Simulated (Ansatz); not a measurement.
# F₂H₄N₂Sn: small, medium and large basis sets

How large a basis does F₂H₄N₂Sn need? Two functionals are run in growing sets.

Computed with Ansatz 0.2.0, Gaussian basis. Level: one geometry, several basis sets.

Plan: PBE0-D4/def2-SVP; ωB97M-V/def2-SVP; PBE0-D4/def2-QZVPP; ωB97M-V/def2-QZVPP; the functionals' def2-TZVPP values are taken from earlier runs.

## Step 1: The geometry

All runs share one geometry, relaxed beforehand with PBE0-D4 in a triple-zeta def2 set. Sn takes the def2 core potential; no spin-orbit term is included.

SMILES `[NH2][Sn]([NH2])([F])[F]`, 9 atoms, charge 0, spin multiplicity 1.

Atoms are counted from 1 here; the program's logs count them from 0.

Bond lengths: N1–Sn2 1.987 Å, N1–H6 1.012 Å, N1–H7 1.012 Å, Sn2–N3 1.988 Å, Sn2–F4 1.912 Å, Sn2–F5 1.912 Å, N3–H8 1.012 Å, N3–H9 1.012 Å. Angles: Sn2–N1–H6 113.9°, Sn2–N1–H7 112.8°, H6–N1–H7 108.8°, N1–Sn2–N3 114.1°, N1–Sn2–F4 115.2°, N1–Sn2–F5 104.3°, N3–Sn2–F4 104.3°, N3–Sn2–F5 115.2°, F4–Sn2–F5 103.5°, Sn2–N3–H8 113.9°, Sn2–N3–H9 112.8°, H8–N3–H9 108.8°.

## Step 2: PBE0-D4 in def2-SVP

Input file in.yaml:

```yaml
crystal:
  periodic: [false, false, false]
  atoms:
    - {symbol: N, position_ang: [-1.307937, 1.120167, -0.425315]}
    - {symbol: Sn, position_ang: [0.318420, -0.017998, -0.326898]}
    - {symbol: N, position_ang: [0.456392, -1.092942, 1.339159]}
    - {symbol: F, position_ang: [0.501041, -1.299560, -1.733915]}
    - {symbol: F, position_ang: [1.764284, 1.194410, -0.634884]}
    - {symbol: H, position_ang: [-2.169039, 0.597853, -0.522268]}
    - {symbol: H, position_ang: [-1.259595, 1.809219, -1.164887]}
    - {symbol: H, position_ang: [0.622883, -0.541272, 2.170826]}
    - {symbol: H, position_ang: [1.161950, -1.816078, 1.281084]}
basis:
  gaussian: {orbitals: def2-SVP}
hamiltonian: {xc: pbe0, dispersion: d4}
output: {orbitals: {seedname: orbitals}}
```

Command:

```console
> ansatz run in.yaml --threads 4 --pin off --events-out ev --progress --plain --max-ram 10444MiB
```

The runs that follow: ωB97M-V in def2-SVP; PBE0-D4 in def2-QZVPP; ωB97M-V in def2-QZVPP.

**Question.** What will the summary of the whole plan be? Wanted: PBE0-D4: double and triple zeta above quadruple; ωB97M-V: double and triple zeta above quadruple.

As calculated:

| quantity | value |
| --- | --- |
| PBE0-D4: double and triple zeta above quadruple | 12.00, 0.60 eV |
| ωB97M-V: double and triple zeta above quadruple | 12.24, 0.57 eV |

**Reading.** PBE0-D4 gains 11.40 eV from double to triple zeta, then 0.60 eV more. These are total energies; as a rule much of such shifts cancels in differences, which this series doesn't test. The LUMO of ωB97M-V is positive and keeps falling with the basis (0.92 to 0.24 eV): an unbound level that the basis holds in place.
